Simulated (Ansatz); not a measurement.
The system is NbRu3C.

```
Ru Nb C
1.0
     4.06514    0.00000    0.00000
     0.00000    4.06514    0.00000
     0.00000    0.00000    4.06514
Ru Nb C
3 1 1
Direct
  0.50000 0.50000 0.00000
  0.50000 0.00000 0.50000
  0.00000 0.50000 0.50000
  0.00000 0.00000 0.00000
  0.50000 0.50000 0.50000
```

The cell comes from a database or a generator and needn't be the stable form of this composition.

- Program: Ansatz 0.2.0
- Task: relaxation of cell and atoms
- Functional: PBEsol
- Potentials or basis: Ansatz PAW
- Cutoff: 420 eV (not typed: the program's choice for these potentials)
- k mesh: 7 × 7 × 7
- Occupations: fermi-dirac, width 0.05 eV
- Spin: no spin polarisation

At the start: volume 13.44 Å³/atom.

**Question.** How do energy, volume and symmetry change on relaxing?

**Answer.** It ends after 5 steps and the volume is 12.88 Å³/atom (-4.1 %); space group Pm-3m (No. 221, to 0.05 Å).

The path:
| step | energy change (eV) | largest force (eV/Å) | volume (Å³) |
| --- | --- | --- | --- |
| 1 | 0.0000 | 0.0000 | 67.18 |
| 2 | -0.0643 | 0.0000 | 62.72 |
| 3 | -0.1077 | 0.0000 | 64.54 |
| 4 | -0.1080 | 0.0000 | 64.42 |
| 5 | -0.1060 | 0.0000 | 64.42 |

Final structure:
```cif
data_structure
_symmetry_space_group_name_H-M 'P 1'
_symmetry_Int_Tables_number 1
_cell_length_a 4.0087
_cell_length_b 4.0087
_cell_length_c 4.0087
_cell_angle_alpha 90.000
_cell_angle_beta 90.000
_cell_angle_gamma 90.000
_cell_volume 64.42
loop_
_atom_site_label
_atom_site_type_symbol
_atom_site_fract_x
_atom_site_fract_y
_atom_site_fract_z
_atom_site_occupancy
Ru1 Ru 0.50000 0.50000 0.00000 1
Ru2 Ru 0.50000 0.00000 0.50000 1
Ru3 Ru 0.00000 0.50000 0.50000 1
Nb1 Nb 0.00000 0.00000 0.00000 1
C1 C 0.50000 0.50000 0.50000 1
```

Caveat: the plane-wave basis is chosen anew once the cell has moved, so the energies of steps on either side of that aren't comparable; the PAW data sets come from PBE, with cores solved anew for the run's functional, which leaves a small shift of forces and pressure.
